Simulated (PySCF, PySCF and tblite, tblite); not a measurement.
# C₃H₄F₄: conformers and averaged spectra, part 2 of 2

PySCF and tblite. Atoms count from 0.

## Step 10: Couplings, conformer 2: B3LYP/pcJ-1+pcSseg-1

Job settings and geometry (Å):

```
{"job": {"xc": "B3LYP", "basis": {"default": "pcSseg-1", "H": "pcJ-1", "F": "pcJ-1"}, "nuclei": ["H", "F", "P", "Si", "B"], "kind": "j"}, "charge": 0, "multiplicity": 1}
F     -1.320368    -0.999984     1.217761
C     -1.292936    -0.093828     0.193904
C     -0.001146    -0.200750    -0.584093
C      1.221005     0.256419     0.172909
F      2.309349     0.187787    -0.600797
F      1.094473     1.529175     0.573848
F      1.450770    -0.480724     1.257355
H     -2.144475    -0.292030    -0.478135
H     -1.408840     0.920018     0.612979
H     -0.068285     0.417818    -1.491613
H      0.165878    -1.241231    -0.900082
```

Log:

```text
coarse grid: 10088 points
cycle   1  E = -515.8823743029  dE =  9.500e-01  |g| = 9.967e-01  |ddm| = 2.558e+00
cycle   2  E = -515.6928864259  dE =  1.895e-01  |g| = 1.553e+00  |ddm| = 1.274e+00
cycle   3  E = -516.0377137278  dE = -3.448e-01  |g| = 7.544e-02  |ddm| = 7.888e-01
cycle   4  E = -516.0384944872  dE = -7.808e-04  |g| = 4.508e-02  |ddm| = 7.509e-02
cycle   5  E = -516.0389391705  dE = -4.447e-04  |g| = 5.821e-03  |ddm| = 3.243e-02
cycle   6  E = -516.0389433661  dE = -4.196e-06  |g| = 3.000e-03  |ddm| = 4.191e-03
final grid: 101528 points
cycle   7  E = -516.1020321357  dE = -1.611e-04  |g| = 9.337e-03  |ddm| = 1.682e-02
cycle   8  E = -516.1020147474  dE =  1.739e-05  |g| = 1.432e-02  |ddm| = 1.230e-02
cycle   9  E = -516.1020449329  dE = -3.019e-05  |g| = 4.384e-04  |ddm| = 7.639e-03
cycle  10  E = -516.1020449489  dE = -1.599e-08  |g| = 3.029e-04  |ddm| = 5.430e-04
cycle  11  E = -516.1020449663  dE = -1.742e-08  |g| = 4.100e-05  |ddm| = 2.287e-04
cycle  12  E = -516.1020449665  dE = -1.864e-10  |g| = 1.818e-05  |ddm| = 2.681e-05
converged SCF energy = -516.1020449665

Indirect spin-spin couplings (Hz)
  i      j    bonds     total        FC       PSO       DSO        SD
  0 F    4 F    4      0.363     3.016    -1.401    -1.131    -0.122
  0 F    5 F    4      0.384    -0.027     1.163    -0.439    -0.313
  0 F    6 F    4     16.201    15.151    -2.480     0.793     2.737
  0 F    7 H    2     52.124    46.465    10.173    -1.221    -3.294
  0 F    8 H    2     55.428    49.806     9.930    -1.023    -3.285
  0 F    9 H    3     40.988    42.621     0.446    -1.881    -0.198
  0 F   10 H    3     13.720    12.185     1.734     0.183    -0.382
  4 F    5 F    2     68.308    40.411   -21.403    -0.375    49.676
  4 F    6 F    2     63.061    38.301   -24.727    -0.367    49.854
  4 F    7 H    4      4.400     4.021     1.500    -1.306     0.184
  4 F    8 H    4     -1.770    -1.195     0.788    -1.301    -0.063
  4 F    9 H    3      2.302     2.687    -0.091     0.296    -0.590
  4 F   10 H    3      0.727     1.038    -0.020     0.207    -0.498
  5 F    6 F    2     53.634    40.513   -34.495    -0.280    47.896
  5 F    7 H    4     -0.320     0.020     0.876    -1.080    -0.135
  5 F    8 H    4      0.782     0.942    -1.512     1.567    -0.216
  5 F    9 H    3      1.393     0.995     0.647     0.122    -0.371
  5 F   10 H    3     25.043    26.072     1.032    -2.070     0.009
  6 F    7 H    4     -0.803    -0.570     1.339    -1.461    -0.111
  6 F    9 H    3     27.214    28.343     0.934    -2.085     0.022
  6 F   10 H    3      1.305     1.060     0.412     0.206    -0.373
  7 H    8 H    2    -11.862   -11.690     1.666    -1.838         -
  7 H    9 H    3      3.383     3.371    -0.227     0.239         -
  7 H   10 H    3      3.987     4.074     0.189    -0.277         -
  8 H    9 H    3      0.859     0.903     0.141    -0.185         -
  8 H   10 H    3     13.578    13.992     2.178    -2.592         -
  9 H   10 H    2    -16.959   -17.009     1.547    -1.498         -
```

Wall time 27 s (1 thread of Arm Neoverse V1, shared host); peak memory 0.88 GiB.

This run: HOMO -9.61 eV, LUMO 0.88 eV; dipole 2.90 D.

## Step 11: The ensemble: properties at PBE0/pcSseg-1

Job settings and geometry (Å):

```
{"job": {"study": "conf", "smiles": "FCCC(F)(F)F", "search": {"seed": 9471, "n_embed": 90, "ff_keep": 14, "window": 4.0, "nmax": 7, "temps": [180, 230, 298.15, 330, 400], "t_ref": 298.15, "order": 0.002, "geom": true}, "level": {"nmr": {"xc": "PBE0", "basis": "pcSseg-1"}, "sp": {"xc": "PBE0", "basis": "def2-TZVP"}, "j": {"xc": "B3LYP", "basis": {"default": "pcSseg-1", "H": "pcJ-1", "F": "pcJ-1"}, "nuclei": ["H", "F", "P", "Si", "B"], "top": 4}}, "kind": "conf"}, "charge": 0, "multiplicity": 1}
F     -2.408185    -0.032236    -0.323264
C     -1.225329     0.258605     0.299795
C     -0.082292    -0.301674    -0.521545
C      1.264698    -0.027724     0.089704
F      1.365972    -0.561118     1.314067
F      2.249867    -0.534029    -0.652513
F      1.487087     1.286954     0.215187
H     -1.130724     1.352084     0.400845
H     -1.231508    -0.184709     1.309219
H     -0.092457     0.137278    -1.529758
H     -0.191705    -1.390761    -0.627700
```

Log:

```text
conformer  sym    E(xTB)   E(DFT)   G(298.15 K)  weight  dipole/D
    1     Cs      0.000    0.000    0.000   0.5438    0.450
    2     C1      1.235    0.379    0.104   0.4562    2.842

mean shielding (ppm) by class
class atoms           180 K      230 K   298.15 K      330 K      400 K
  0 F  0             423.57    422.791    422.141    421.929    421.583
  1 C  1            106.583    106.609     106.63    106.637    106.649
  2 C  2            146.694    146.667    146.644    146.637    146.625
  3 C  3             54.179     54.128     54.086     54.072      54.05
  4 F  4,5,6        257.647    257.633    257.621    257.617    257.611
  5 H  7,8           26.671     26.669     26.668     26.667     26.666
  6 H  9,10          29.066     29.081     29.093     29.097     29.103
```

It took 93 s on 1 thread of Arm Neoverse V1, shared host. This counts the runs that the step sums up.

The search (ETKDG and KDG, MMFF94s, GFN2-xTB) embedded 90 structures, kept 2 distinct ones after the force field and 2 after xTB; 2 were carried on (window 4.0 kcal/mol at the search's own energies). Energies: PBE0/def2-TZVP with D3(BJ).

The conformers at 298 K:

```csv
no.,group,mirror pair,ΔE xTB,ΔE DFT,ΔG,weight (%),μ (D),F0–C1–C2–C3 (°),"A, B, C (GHz)"
1,Cs,no,0.00,0.00,0.00,54.4,0.45,180,"5.09, 1.43, 1.41"
2,C1,yes,1.24,0.38,0.10,45.6,2.84,-69,"4.59, 1.78, 1.70"
```

Energies in kcal/mol. ΔG holds xTB vibrations and rotation, symmetry numbers and mirror pairs.

Weights (%) by temperature:

```csv
no.,180 K,230 K,298 K,330 K,400 K
1,64.0,58.8,54.4,53.0,50.6
2,36.0,41.2,45.6,47.0,49.4
```

How the weights hang on the way they are made:

| scheme | 1 | 2 | mean μ (D) |
| --- | --- | --- | --- |
| DFT free energy | 54 | 46 | 1.54 |
| DFT energy, symmetry counted | 49 | 51 | 1.68 |
| DFT energy alone | 65 | 35 | 1.28 |
| xTB energy, symmetry counted | 80 | 20 | 0.93 |
| xTB free energy | 83 | 17 | 0.84 |
| lowest conformer only | 100 | 0 | 0.45 |
| equal weights | 50 | 50 | 1.65 |
| conformers found from three starts alone | 100 | 0 | 0.45 |

Shifts against references run at the same level (¹⁹F CFCl3 177.2, ¹H TMS 31.27, ¹³C TMS 184.4 ppm of shielding), by class of atoms, at 298 K:

```
     atoms                         environment   no. 1   no. 2  average
        C3                          CF3 carbon   129.9   130.8    130.3
        C1                 sp3 CH2 bonded to F    78.0    77.5     77.8
        C2                             sp3 CH2    37.5    38.0     37.8
    H7, H8  hydrogen on an sp3 CH2 bonded to F    4.58    4.62     4.60
   H9, H10              hydrogen on an sp3 CH2    2.30    2.03     2.17
F4, F5, F6             fluorine of a CF3 group   -80.5   -80.2    -80.4
        F0           fluorine on an sp3 carbon  -251.7  -236.8   -244.9
```

Couplings (Hz, B3LYP/pcJ-1+pcSseg-1; one pair named for each class), from conformers that hold 100 % of the weight:

| pair | bonds | no. 1 | no. 2 | average |
| --- | --- | --- | --- | --- |
| F4–F5 | 2 | 63.8 | 61.7 | 62.9 |
| F0–H7 | 2 | 53.1 | 53.8 | 53.4 |
| H9–H10 | 2 | -15.0 | -17.0 | -15.9 |
| H7–H8 | 2 | -10.3 | -11.9 | -11.0 |
| F0–H9 | 3 | 7.6 | 27.4 | 16.6 |
| F4–H9 | 3 | 9.9 | 9.7 | 9.8 |
| H7–H10 | 3 | 13.9 | 2.4 | 8.7 |
| H7–H9 | 3 | 5.7 | 8.5 | 6.9 |
| F0–F4 | 4 | 5.6 | 5.7 | 5.6 |

Effective distances for nuclear Overhauser effects, ⟨r⁻⁶⟩^(−1/6) over all pairs of two classes (Å): H7···H9 2.64.

## Step 12: What came out

This closing draws on all 2 parts.

| quantity | value |
| --- | --- |
| conformers | 2; the first in weight is no. 1 (Cs), 54 % at 298 K |
| root-mean-square dipole | 1.95 D |
| averaged ¹³C shifts (PBE0/pcSseg-1) | 130.3, 77.8, 37.8 ppm |
| averaged ¹H shifts (PBE0/pcSseg-1) | 4.60, 2.17 ppm |
| averaged ¹⁹F shifts (PBE0/pcSseg-1) | -80.4, -244.9 ppm |

In words: Conformer 1 leads with 54 % at 298 K, and its share goes from 64 % at 180 K to 51 % at 400 K. Among conformers over 5 %, H9, H10 differ by 0.27 ppm, while the average moves by 0.04 ppm from 180 to 400 K. Among vicinal couplings, F0–H9 differs most between the conformers listed (7.6 for no. 1, 27.4 for no. 2; average 16.6 Hz).
